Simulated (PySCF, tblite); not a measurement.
# C4H6BN: geometry, infrared bands, NMR shifts and spin-spin couplings

Wanted: the infrared bands, NMR shifts and spin-spin couplings of C4H6BN (`CC1=CC#[N+][BH2-]1`), by calculation.

Programs: tblite 0.8.0 and PySCF 2.14.0, with density-fitted response routines of our own. Each step states its level of theory. These are calculated values for one molecule in the gas phase, unless marked as measured. Atoms are numbered from 0 throughout.

### 1 Starting geometry

12 atoms, charge 0, multiplicity 1; geometry from: force field or distance geometry start.

Bonds of the start (Å): C0–C1 1.50, C1–C2 1.35, C2–C3 1.41, C3–N4 1.13, N4–B5 1.48, B5–C1 1.64, C0–H6 1.10, C0–H7 1.11, C0–H8 1.11, C2–H9 1.07, B5–H10 1.19, B5–H11 1.19.

### 2 Relaxing the molecule with GFN2-xTB

The job: settings as JSON, then the geometry in Å.

```
{"job": {"kind": "relax", "xc": "GFN2-xTB", "basis": "xTB"}, "charge": 0, "multiplicity": 1}
C     -1.519200    -0.321200     0.022000
C     -1.304600     0.352900    -1.303000
C     -0.211900     1.094500    -1.584800
C     -0.627200     1.395300    -2.895700
N     -1.522100     1.128200    -3.533000
B     -2.307500     0.289100    -2.597000
H     -0.701500    -1.027900     0.225900
H     -2.482400    -0.869600     0.013800
H     -1.559700     0.442000     0.829000
H      0.643200     1.367100    -0.998100
H     -3.360400     0.790100    -2.353900
H     -2.416900    -0.827400    -3.005500
```

Run with:

```
$ OMP_NUM_THREADS=1 python probes_run.py task.json out
```

One launch serves the whole session: the jobs run in the order shown.

**Question.** This job is followed by: GFN2-xTB harmonic vibrations, gas phase; GIAO PBE0/pcSseg-1 NMR shielding, non-relativistic, gas phase; B3LYP/pcJ-1 indirect spin-spin coupling, non-relativistic, gas phase. Predict these results of the whole session: strongest single infrared mode (GFN2-xTB); zero-point energy (GFN2-xTB); 13C shifts against TMS (PBE0/pcSseg-1); 1H shifts against TMS (PBE0/pcSseg-1); 15N shifts against NH3 (PBE0/pcSseg-1); 11B shifts against BF3·OEt2 (PBE0/pcSseg-1); surface potential, 1st and 99th percentile; largest coupling of the table (B3LYP/pcJ-1).

**Answer**, as computed:

| quantity | value |
| --- | --- |
| strongest single infrared mode (GFN2-xTB) | 2366 cm⁻¹, 234 km/mol |
| zero-point energy (GFN2-xTB) | 54.1 kcal/mol |
| 13C shifts against TMS (PBE0/pcSseg-1) | 183.9, 122.4, 101.7, 14.1 ppm |
| 1H shifts against TMS (PBE0/pcSseg-1) | 8.05, 8.04, 5.37, 2.14, 2.14, 1.38 ppm |
| 15N shifts against NH3 (PBE0/pcSseg-1) | 318.9 ppm |
| 11B shifts against BF3·OEt2 (PBE0/pcSseg-1) | 83.5 ppm |
| surface potential, 1st and 99th percentile | -1.88 V and 1.90 V |
| largest coupling of the table (B3LYP/pcJ-1) | 1J(C,H) C2–H9, 176.3 Hz |

In words: Relaxing lowered the energy by 1.047 eV in 58 steps; the close pair that moved most is N4–B5, from 1.482 to 3.707 Å. The lowest mode is imaginary (131i cm⁻¹), so the xTB geometry is not a minimum. The strongest single mode, at 2366 cm⁻¹, moves mainly C3 and N4. Unscaled tight-binding wavenumbers are off by several per cent, some by more. Its intensities can rank the bands wrongly. The structure rearranged or came apart on optimisation; the results belong to the end geometry, not to the formula as drawn. Shifts at one fixed geometry are not the observed spectrum, which averages over the motion. At PBE0/pcSseg-1: Shielding is most anisotropic at N4 (span 423 ppm, paramagnetic term -391 ppm). At PBE0/pcSseg-1, counted by nearest atom on the grid, the HOMO lies on C1, C2 about 27 % each; N4 23 %, the LUMO on B5 52 %; H10, H11 about 14 % each. Of the pairs tabulated at B3LYP/pcJ-1, C2–H9 couples most strongly (176.3 Hz; Fermi contact 175.0 Hz).
